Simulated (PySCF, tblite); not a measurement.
**C2H10FGeN3: geometry, infrared bands and NMR shifts**

Aim: predict the infrared bands and NMR shifts of C2H10FGeN3 (`C[NH][Ge]([NH2])([F])[NH]C`).

Programs: tblite 0.8.0 and PySCF 2.14.0, with density-fitted response routines of our own. Each step states its level of theory. These are calculated values for one molecule in the gas phase, unless marked as measured. Atoms count from 0, in the outputs and in this text.

## 1. The starting structure

17 atoms, charge 0, multiplicity 1; geometry from: force field or distance geometry start.

Bonds of the start (Å): C0–N1 1.43, N1–Ge2 1.80, Ge2–N3 1.86, Ge2–F4 1.77, Ge2–N5 1.87, N5–C6 1.45, C0–H7 1.11, C0–H8 1.12, C0–H9 1.11, N1–H10 1.02, N3–H11 1.06, N3–H12 1.03, N5–H13 1.05, C6–H14 1.11, C6–H15 1.12, C6–H16 1.11.

## 2. Geometry optimisation with GFN2-xTB

The job: settings as JSON, then the geometry in Å.

```
{"job": {"kind": "relax", "xc": "GFN2-xTB", "basis": "xTB"}, "charge": 0, "multiplicity": 1}
C      2.492200    -0.215800     0.578900
N      1.384900    -0.557800    -0.266100
Ge    -0.130800     0.394000    -0.093900
N      0.070500     2.167900     0.413200
F     -1.051400     0.392100    -1.601400
N     -1.240200    -0.448600     1.159900
C     -2.158100    -1.284400     0.410700
H      2.324500     0.663700     1.240900
H      2.661000    -1.089800     1.261600
H      3.445000    -0.065000     0.037500
H      1.595900    -1.022200    -1.147200
H     -0.886300     2.544100     0.651700
H      0.396600     2.739400    -0.385000
H     -1.746500     0.331200     1.641100
H     -1.685900    -2.253300     0.139200
H     -2.997100    -1.536700     1.101400
H     -2.481300    -0.746800    -0.503000
```

Started as:

```sh
$ OMP_NUM_THREADS=1 python probes_run.py task.json out
```

One launch serves the whole session: the jobs run in the order shown.

**Question.** This job is followed by: GFN2-xTB harmonic vibrations, gas phase; GIAO PBE0/pcSseg-1 NMR shielding, non-relativistic, gas phase. What will the session give for the following? strongest single infrared mode (GFN2-xTB); zero-point energy (GFN2-xTB); ¹³C shifts against TMS (PBE0/pcSseg-1, means over atoms taken as alike); ¹H shifts against TMS (PBE0/pcSseg-1, means over atoms taken as alike); ¹⁵N shifts against NH3 (PBE0/pcSseg-1, means over atoms taken as alike); ⁷³Ge shifts against GeMe4 (PBE0/pcSseg-1); ¹⁹F shifts against CFCl3 (PBE0/pcSseg-1).

The runs gave:

```
                                                               quantity                 value
                              strongest single infrared mode (GFN2-xTB)  538 cm⁻¹, 267 km/mol
                                           zero-point energy (GFN2-xTB)         82.2 kcal/mol
¹³C shifts against TMS (PBE0/pcSseg-1, means over atoms taken as alike)              32.9 ppm
 ¹H shifts against TMS (PBE0/pcSseg-1, means over atoms taken as alike)  2.89, 0.51, 0.46 ppm
¹⁵N shifts against NH3 (PBE0/pcSseg-1, means over atoms taken as alike)        28.1, 19.6 ppm
                              ⁷³Ge shifts against GeMe4 (PBE0/pcSseg-1)                44 ppm
                               ¹⁹F shifts against CFCl3 (PBE0/pcSseg-1)            -159.2 ppm
```

**Reading.** Over 146 steps the energy fell by 0.662 eV; of the close pairs, Ge2–N5 changed most, 1.874 to 1.819 Å. All 45 modes are real, so the xTB geometry is a minimum. The strongest single mode, at 538 cm⁻¹, has its largest shares on N3, H12 and H11 (the list is cut at 3 atoms). GFN2-xTB is a fitted tight-binding method: band positions and strengths are rough. Its intensities can rank the bands wrongly. The most deshielded hydrogen is H7, H8, H9, H14, H15, H16 (mean) (hydrogen on a methyl carbon bonded to N), at 2.89 ppm: its carbon carries N, hence the downfield position. At PBE0/pcSseg-1: The largest span, 144 ppm, is at Ge2, where the paramagnetic term is -1472 ppm. Spin-orbit coupling is left out, which matters for shieldings and couplings at and beside the heavy atoms.
